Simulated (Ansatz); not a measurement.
Task: a single point in a Gaussian basis of BH5N2O, SMILES NB(N)O, with Ansatz 0.2.0 through its Python package. Give the script and its output. Level of theory: B97M-V, cc-pVTZ basis, multiplicity 1.

The script reads `bh5n2o.xyz`:
```text
9

N    -0.62720    0.94760   -0.95120
B    -0.27020   -0.08650    0.02990
N     1.12060   -0.63010    0.00560
O    -1.16770   -0.58600    0.98610
H    -0.48910    0.60710   -1.93670
H    -0.03080    1.81780   -0.82330
H     1.57530   -0.47680    0.97820
H     1.12080   -1.64690   -0.12970
H    -1.14320    0.00740    1.82400
```

`bh5n2o_energy.py`:
```python
"""Single point of BH5N2O in a Gaussian basis."""

from pathlib import Path
import argparse

import ansatz as az
import numpy as np
import pandas as pd

parser = argparse.ArgumentParser(description="Single point of BH5N2O in a Gaussian basis.")
parser.add_argument("--basis", required=True, help="basis")
args = parser.parse_args()

bh5n2o = az.Crystal.molecule_from_extxyz("bh5n2o.xyz")

base = (
    bh5n2o.calculation()
    .basis(gaussian=args.basis)
    .functional(az.LibraryFunctional("B97M-V"))
    .forces()
    .orbitals()
)
res = base.run(runs_dir="bh5n2o_runs")
data = res.report

print(f"E = {data['free_energy_ev']:.6f} eV = {data['free_energy_ev'] / 27.211386246:.7f} Ha")
print("converged:", data["converged"], " doubts:", data["published_state_doubts"] or "none")

symbols = [site.symbol for site in bh5n2o.cartesian_sites]
forces = np.array(data["forces_ev_ang"])
print("largest force", round(float(np.linalg.norm(forces, axis=1).max()), 4), "eV/A, rms", round(float(np.sqrt((forces ** 2).mean())), 4))

charges = data["charge_distribution"]
table = pd.DataFrame({"atom": symbols, "mulliken": charges["mulliken_charges_e"], "lowdin": charges["lowdin_charges_e"]})
print(table.round(3).to_string())
print("dipole (e A):", np.round(charges["dipole_moment_e_ang"], 4) + 0.0)

lines = Path(data["orbitals_path"]).read_text().splitlines()
field_of = lambda key: [line.split("=")[1].strip() for line in lines if line.startswith(key)]
orbitals = [(27.211386 * float(e), s, float(n)) for e, s, n in zip(field_of("Ene="), field_of("Spin="), field_of("Occup="))]
homo = max(e for e, _, n in orbitals if n > 0.5)
lumo = min(e for e, _, n in orbitals if n < 0.5)
print(f"HOMO {homo:.3f} eV, LUMO {lumo:.3f} eV, gap {lumo - homo:.3f} eV")
```

Running `python bh5n2o_energy.py --basis cc-pVTZ` prints:
```text
E = -5787.747135 eV = -212.6957841 Ha
converged: True  doubts: none
largest force 2.9889 eV/A, rms 1.1652
  atom  mulliken  lowdin
0    N    -0.316   0.865
1    B     0.146  -1.767
2    N    -0.322   0.851
3    O    -0.340   0.968
4    H     0.153  -0.166
5    H     0.152  -0.152
6    H     0.132  -0.136
7    H     0.147  -0.215
8    H     0.249  -0.247
dipole (e A): [0.256  0.0991 0.2313]
HOMO -5.519 eV, LUMO -0.787 eV, gap 4.732 eV
```

Total energies depend on the basis set; only differences at equal settings carry meaning. The geometry is a force-field or estimated start, not a minimum of this method, and the basis set is short of its limit. The Löwdin charges here are taken after orthogonalising the functions within each atom; they differ from plain Löwdin charges, and their signs can be unphysical. Levels such as HOMO and LUMO are orbital energies: with these approximate functionals they aren't the ionisation energy and electron affinity, and their gap isn't the fundamental gap. Run time: 19 s on 1 thread of Arm Neoverse V1, on a shared host, peak memory 0.34 GiB.

(A comment or docstring line of the script was reworded after the run, the code is as it ran; lines on the test bed's own set-up are left out of the output.)
